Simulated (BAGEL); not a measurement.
**AlBH2OF2 (SMILES O[B](F)[AlH][F]): HF/STO-3G (density fitting with qzvpp-jkfit)**

Aim: the vertical singlet–triplet gap of AlBH2OF2 at HF/STO-3G (density fitting with qzvpp-jkfit), from 2 runs. 

The calculation is run with BAGEL 1.2.2.

1 further run of the same task is left out (set aside as unsound or not needed).

## Step 1: The structure to begin with

The species is AlBH2OF2 (7 atoms), meant as a singlet with charge 0. SMILES: `O[B](F)[AlH][F]`. The coordinates come from a PBE0-D4/def2-TZVP relaxation. This is one conformer, not always the lowest.

Bond lengths: O1–B2 1.351 Å, B2–F3 1.331 Å, B2–Al4 2.153 Å, Al4–F5 1.661 Å, O1–H6 0.961 Å, Al4–H7 1.580 Å. Angles: O1–B2–F3 115.5°, O1–B2–Al4 122.4°, F3–B2–Al4 122.1°, B2–Al4–F5 111.0°, B2–O1–H6 113.4°, B2–Al4–H7 132.2°, F5–Al4–H7 116.8°.

## Step 2: A single-point energy at HF/STO-3G (density fitting with qzvpp-jkfit)

Contents of calc.json:

```json
{ "bagel": [

{
  "title": "molecule",
  "basis": "sto-3g",
  "df_basis": "qzvpp-jkfit",
  "angstrom": true,
  "geometry": [
    { "atom": "O", "xyz": [       0.462300,      -0.166500,       1.769000 ] },
    { "atom": "B", "xyz": [       0.511800,      -0.675600,       0.519100 ] },
    { "atom": "F", "xyz": [       1.170800,      -1.824800,       0.394500 ] },
    { "atom": "Al", "xyz": [      -0.411500,       0.301600,      -1.162100 ] },
    { "atom": "F", "xyz": [      -1.152700,       1.713100,      -0.697800 ] },
    { "atom": "H", "xyz": [      -0.019900,       0.662300,       1.825000 ] },
    { "atom": "H", "xyz": [      -0.499600,      -0.078200,      -2.693300 ] }
  ]
},

{
  "title": "hf"
},

{
  "title": "print",
  "file": "orbitals.molden",
  "orbitals": true
}

]}
```

The run is started by

```
$ BAGEL_NUM_THREADS=1 BAGEL calc.json > calc.out
```

The log of the run:

```text
* using 1 threads per process

  ===============================================================
  ===============================================================

  *** Geometry ***

  { "atom" : "O", "xyz" : [      0.873620,     -0.314639,      3.342926 ] },
  { "atom" : "B", "xyz" : [      0.967162,     -1.276699,      0.980957 ] },
  { "atom" : "F", "xyz" : [      2.212491,     -3.448372,      0.745497 ] },
  { "atom" : "Al", "xyz" : [     -0.777622,      0.569941,     -2.196051 ] },
  { "atom" : "F", "xyz" : [     -2.178287,      3.237290,     -1.318651 ] },
  { "atom" : "H", "xyz" : [     -0.037606,      1.251566,      3.448750 ] },
  { "atom" : "H", "xyz" : [     -0.944107,     -0.147777,     -5.089599 ] },

  Number of auxiliary basis functions:      470

  Since a DF basis is specified, we compute 2- and 3-index integrals:
    o Being stored without compression. Storage requirement is 0.004 GB

  Number of basis functions:       31
  Number of electrons      :       46

    * METHOD: MOLECULE                             0.15

  *** RHF ***

  === Nuclear Repulsion ===
   190.1045297154

      * DIIS with orbital gradients will be used.

  === RHF iteration (sto-3g) ===
      0       -534.43452082          0.02128418           0.02
      1       -534.58040384          0.00642769           0.02
      2       -534.59205420          0.00125106           0.02
      3       -534.59292516          0.00025367           0.02
      4       -534.59295625          0.00008084           0.02
      5       -534.59296074          0.00001891           0.02
      6       -534.59296098          0.00000407           0.02
      7       -534.59296099          0.00000089           0.02
      8       -534.59296099          0.00000019           0.02
      9       -534.59296099          0.00000006           0.02
     10       -534.59296099          0.00000002           0.02
     11       -534.59296099          0.00000001           0.02
    * SCF iteration converged.

    * Permanent dipole moment:
           (    0.173894,    -0.214266,     0.219575) a.u.

    * METHOD: HF                                   0.29

    * METHOD: PRINT                                0.00

  ===============================================================
```

Wall time 0.62 s (1 thread of Intel Xeon Platinum 8488C (Sapphire Rapids), shared host).

## Step 3: The triplet, same level

Contents of job.json:

```json
{ "bagel" : [

{
  "title" : "molecule",
  "basis" : "sto-3g",
  "df_basis" : "qzvpp-jkfit",
  "angstrom" : "true",
  "geometry" : [
    { "atom" : "O", "xyz" : [    0.462300,   -0.166500,    1.769000 ] },
    { "atom" : "B", "xyz" : [    0.511800,   -0.675600,    0.519100 ] },
    { "atom" : "F", "xyz" : [    1.170800,   -1.824800,    0.394500 ] },
    { "atom" : "Al", "xyz" : [   -0.411500,    0.301600,   -1.162100 ] },
    { "atom" : "F", "xyz" : [   -1.152700,    1.713100,   -0.697800 ] },
    { "atom" : "H", "xyz" : [   -0.019900,    0.662300,    1.825000 ] },
    { "atom" : "H", "xyz" : [   -0.499600,   -0.078200,   -2.693300 ] }
  ]
},
{ "title" : "uhf", "nopen" : 2 },
{ "title" : "print", "file" : "orbitals.molden", "orbitals" : "true" }

]}
```

The run is started by

```
$ BAGEL_NUM_THREADS=1 BAGEL job.json > job.out
```

The log of the run:

```text
* using 1 threads per process

  ===============================================================
  ===============================================================

  *** Geometry ***

  { "atom" : "O", "xyz" : [      0.873620,     -0.314639,      3.342926 ] },
  { "atom" : "B", "xyz" : [      0.967162,     -1.276699,      0.980957 ] },
  { "atom" : "F", "xyz" : [      2.212491,     -3.448372,      0.745497 ] },
  { "atom" : "Al", "xyz" : [     -0.777622,      0.569941,     -2.196051 ] },
  { "atom" : "F", "xyz" : [     -2.178287,      3.237290,     -1.318651 ] },
  { "atom" : "H", "xyz" : [     -0.037606,      1.251566,      3.448750 ] },
  { "atom" : "H", "xyz" : [     -0.944107,     -0.147777,     -5.089599 ] },

  Number of auxiliary basis functions:      470

  Since a DF basis is specified, we compute 2- and 3-index integrals:
    o Being stored without compression. Storage requirement is 0.004 GB

  Number of basis functions:       31
  Number of electrons      :       46

    * METHOD: MOLECULE                             0.14

  *** Open-shell HF ***

  === Nuclear Repulsion ===
   190.1045297154

      * DIIS with orbital gradients will be used.

  === UHF iteration (sto-3g) ===
      0       -534.23782225          0.03763429           0.03
      1       -534.37073474          0.01172911           0.03
      2       -534.38499467          0.00455094           0.03
      3       -534.38726756          0.00164803           0.03
      4       -534.38842208          0.00054835           0.03
      5       -534.38867016          0.00026634           0.03
      6       -534.38878437          0.00012417           0.03
      7       -534.38881601          0.00006028           0.03
      8       -534.38882396          0.00002297           0.03
      9       -534.38882450          0.00001257           0.03
     10       -534.38882463          0.00000411           0.03
     11       -534.38882464          0.00000120           0.03
     12       -534.38882464          0.00000048           0.03
     13       -534.38882464          0.00000033           0.03
     14       -534.38882464          0.00000022           0.03
     15       -534.38882464          0.00000011           0.03
     16       -534.38882464          0.00000005           0.03
     17       -534.38882464          0.00000003           0.03
     18       -534.38882464          0.00000002           0.03
     19       -534.38882464          0.00000001           0.03
    * SCF iteration converged.

    * S^2 (UHF) is 2.0052

    * Permanent dipole moment:
           (    0.382034,    -0.398206,     0.704872) a.u.

    * METHOD: UHF                                  0.74

    * METHOD: PRINT                                0.00

  ===============================================================
```

Wall time 1.1 s (1 thread of Intel Xeon Platinum 8488C (Sapphire Rapids), shared host).

## Step 4: Results

At HF/STO-3G (density fitting with qzvpp-jkfit):

| quantity | value |
| --- | --- |
| singlet: total energy | -534.59296 Eh |
| singlet: dipole moment | 0.90 D |
| singlet: HOMO energy | -7.13 eV |
| singlet: LUMO energy | 7.65 eV |
| singlet: HOMO–LUMO gap | 14.78 eV |
| triplet: total energy | -534.38882 Eh |
| triplet: dipole moment | 2.28 D |
| triplet: ⟨S²⟩ | 2.005 |
| vertical energy of the triplet above the singlet | 5.555 eV |

**Reading.** At this shape the triplet lies 5.55 eV (128 kcal/mol) above the singlet. In a minimal basis such a difference can be off by several eV, whatever the method.
